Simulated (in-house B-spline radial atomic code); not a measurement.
**Yb²⁸⁺: excited configurations in jj coupling**

Wanted: excitation energies of Yb²⁸⁺ as differences of total energies (ΔSCF).

Program: in-house B-spline radial atomic code version 1. Level of theory: Dirac-Hartree-Fock, average of configuration, Fermi nucleus, basis-set limit. These are calculated values, not measurements, unless marked.

## (1) What is computed

| Property | Result |
| --- | --- |
| element | ytterbium (Z = 70) |
| charge | +28 |
| electrons | 42 |
| configuration | 1s2 2s2 2p6 3s2 3p6 3d10 4s2 4p6 4d-4 4d+2 |
| Hamiltonian | Dirac-Coulomb |
| nucleus | Fermi, rms radius 5.311 fm |

In configurations, a minus sign after the shell means j = l − 1/2 and a plus sign j = l + 1/2; the count of electrons follows.

Input settings:

```ini
Z = 70
electrons = 42.0
configuration = 1s2 2s2 2p6 3s2 3p6 3d10 4s2 4p6 4d-4 4d+2
hamiltonian = dirac
method = hf
spin_polarised = False
nucleus = fermi
rms_radius = 5.3108
mass_number = 174
atomic_mass = 173.938867545
speed_of_light = 137.035999084
```

This reference run was done before. Its total energy is -13690.537950 hartree, and its levels are (the highest eight at most):

| orbital | occupation | energy (eV) | <r> (bohr) |
| --- | --- | --- | --- |
| 3p3/2 | 4 | -2975.61 | 0.2178 |
| 3d3/2 | 4 | -2602.33 | 0.1915 |
| 3d5/2 | 6 | -2548.88 | 0.1961 |
| 4s1/2 | 2 | -1396.71 | 0.4540 |
| 4p1/2 | 2 | -1304.75 | 0.4547 |
| 4p3/2 | 4 | -1230.93 | 0.4768 |
| 4d3/2 | 4 | -1080.82 | 0.4738 |
| 4d5/2 | 2 | -1066.33 | 0.4802 |

## (2) 1s2 2s2 2p6 3s2 3p6 3d10 4s2 4p-2 4p+3 4d+6 8d+1

Input settings:

```ini
Z = 70
electrons = 42.0
configuration = 1s2 2s2 2p6 3s2 3p6 3d10 4s2 4p-2 4p+3 4d+6 8d+1
hamiltonian = dirac
method = hf
spin_polarised = False
nucleus = fermi
rms_radius = 5.3108
mass_number = 174
atomic_mass = 173.938867545
speed_of_light = 137.035999084
```

## (3) 1s2 2s2 2p6 3s2 3p6 3d10 4s2 4p6 4d-3 4d+2 8p-1

Changes to the settings of step 2:

```diff
@@ -2,3 +2,3 @@
 electrons = 42.0
-configuration = 1s2 2s2 2p6 3s2 3p6 3d10 4s2 4p-2 4p+3 4d+6 8d+1
+configuration = 1s2 2s2 2p6 3s2 3p6 3d10 4s2 4p6 4d-3 4d+2 8p-1
 hamiltonian = dirac
```

## (4) Configuration 1s2 2s2 2p6 3s2 3p6 3d10 4s2 4p-2 4p+3 4d+6 6d-1

Changes to the settings of step 3:

```diff
@@ -2,3 +2,3 @@
 electrons = 42.0
-configuration = 1s2 2s2 2p6 3s2 3p6 3d10 4s2 4p6 4d-3 4d+2 8p-1
+configuration = 1s2 2s2 2p6 3s2 3p6 3d10 4s2 4p-2 4p+3 4d+6 6d-1
 hamiltonian = dirac
```

## (5) Run with 1s2 2s2 2p6 3s2 3p6 3d-3 3d+6 4s2 4p6 4d-1 4d+5 5f-1

Changes to the settings of step 4:

```diff
@@ -2,3 +2,3 @@
 electrons = 42.0
-configuration = 1s2 2s2 2p6 3s2 3p6 3d10 4s2 4p-2 4p+3 4d+6 6d-1
+configuration = 1s2 2s2 2p6 3s2 3p6 3d-3 3d+6 4s2 4p6 4d-1 4d+5 5f-1
 hamiltonian = dirac
```

## (6) 1s2 2s2 2p6 3s2 3p6 3d10 4s2 4p-1 4p+4 4d-1 4d+5 5s1

Changes to the settings of step 5:

```diff
@@ -2,3 +2,3 @@
 electrons = 42.0
-configuration = 1s2 2s2 2p6 3s2 3p6 3d-3 3d+6 4s2 4p6 4d-1 4d+5 5f-1
+configuration = 1s2 2s2 2p6 3s2 3p6 3d10 4s2 4p-1 4p+4 4d-1 4d+5 5s1
 hamiltonian = dirac
```

## (7) Configuration 1s2 2s2 2p6 3s2 3p6 3d10 4s2 4p6 4d-2 4d+4

Changes to the settings of step 6:

```diff
@@ -2,3 +2,3 @@
 electrons = 42.0
-configuration = 1s2 2s2 2p6 3s2 3p6 3d10 4s2 4p-1 4p+4 4d-1 4d+5 5s1
+configuration = 1s2 2s2 2p6 3s2 3p6 3d10 4s2 4p6 4d-2 4d+4
 hamiltonian = dirac
```

## (8) Run with 1s2 2s2 2p6 3s2 3p6 3d10 4s2 4p6 4d+6

Changes to the settings of step 7:

```diff
@@ -2,3 +2,3 @@
 electrons = 42.0
-configuration = 1s2 2s2 2p6 3s2 3p6 3d10 4s2 4p6 4d-2 4d+4
+configuration = 1s2 2s2 2p6 3s2 3p6 3d10 4s2 4p6 4d+6
 hamiltonian = dirac
```

How far above the reference does each configuration lie (order and size, in eV)?

The runs gave:

| net move | configuration | energy above the reference (eV) | with Breit, QED, recoil (eV) | largest <r> (bohr) |
| --- | --- | --- | --- | --- |
| 2×4d3/2 → 2×4d5/2 | 1s2 2s2 2p6 3s2 3p6 3d10 4s2 4p6 4d-2 4d+4 | 26.788 | 26.260 | 0.480 |
| 4×4d3/2 → 4×4d5/2 | 1s2 2s2 2p6 3s2 3p6 3d10 4s2 4p6 4d+6 | 50.165 | 49.246 | 0.480 |
| 3×4d3/2, 4p1/2 → 3×4d5/2, 5s | 1s2 2s2 2p6 3s2 3p6 3d10 4s2 4p-1 4p+4 4d-1 4d+5 5s1 | 594.22 | 592.51 | 0.817 |
| 4d3/2 → 8p1/2 | 1s2 2s2 2p6 3s2 3p6 3d10 4s2 4p6 4d-3 4d+2 8p-1 | 852.00 | 851.53 | 2.58 |
| 4×4d3/2, 4p3/2 → 4×4d5/2, 6d3/2 | 1s2 2s2 2p6 3s2 3p6 3d10 4s2 4p-2 4p+3 4d+6 6d-1 | 891.60 | 889.70 | 1.40 |
| 4×4d3/2, 4p3/2 → 4×4d5/2, 8d5/2 | 1s2 2s2 2p6 3s2 3p6 3d10 4s2 4p-2 4p+3 4d+6 8d+1 | 1079.57 | 1077.57 | 2.73 |
| 3d3/2, 3×4d3/2 → 3×4d5/2, 5f5/2 | 1s2 2s2 2p6 3s2 3p6 3d-3 3d+6 4s2 4p6 4d-1 4d+5 5f-1 | 2096.96 | 2093.67 | 0.908 |

What this shows: The lowest of them is 2×4d3/2 → 2×4d5/2 at 26.788 eV and the highest 3d3/2, 3×4d3/2 → 3×4d5/2, 5f5/2 at 2096.96 eV. Koopmans' estimate of the ionisation threshold is 1066.33 eV; 1 configuration exceeds it by over 2 % and could autoionise. Two partly filled shells share a symmetry and can mix in the average, which may lower the energy, for: 3d3/2, 3×4d3/2 → 3×4d5/2, 5f5/2. These are averages over configurations, without correlation, not spectroscopic levels.
